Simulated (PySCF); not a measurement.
# CH4Se (Methane selenol): the cost of one run

Programs: PySCF 2.14.0, with density-fitted response routines of our own. Each step states its level of theory. These are calculated values for one molecule, in the gas phase or a continuum, unless marked as measured. Atoms are numbered from 0 throughout.

## 1. The molecule as given

6 atoms, charge 0, multiplicity 1; geometry from: GFN2-xTB. The atoms were then displaced at random by about 0.01 Å, so the start is not that level's minimum.

Bonds of the start (Å): C0–Se1 1.93, C0–H2 1.08, C0–H3 1.11, C0–H4 1.10, Se1–H5 1.45.

## 2. Optimising the geometry at PBE0-D3(BJ)/def2-TZVP

The job: settings as JSON, then the geometry in Å.

```
{"job": {"xc": "PBE0", "basis": "def2-TZVP", "d3": "d3bj", "grid": 2, "shake": 0.01, "kind": "geom"}, "charge": 0, "multiplicity": 1}
C     -0.530320    -0.033940    -0.042270
Se     1.259540    -0.684640    -0.337010
H     -0.777340     0.031760     1.010400
H     -0.618900     0.974210    -0.506510
H     -1.225270    -0.720820    -0.538230
H      1.916440     0.403420     0.368940
```

Launch:

```sh
OMP_NUM_THREADS=1 python probes_run.py task.json out
```

This one command runs all jobs of the session in turn.

**Question.** How long does this first job take on 1 thread of Intel Xeon 6975P-C, shared host, and how much memory does it need?

About 17 s, with a peak of 0.44 GiB.
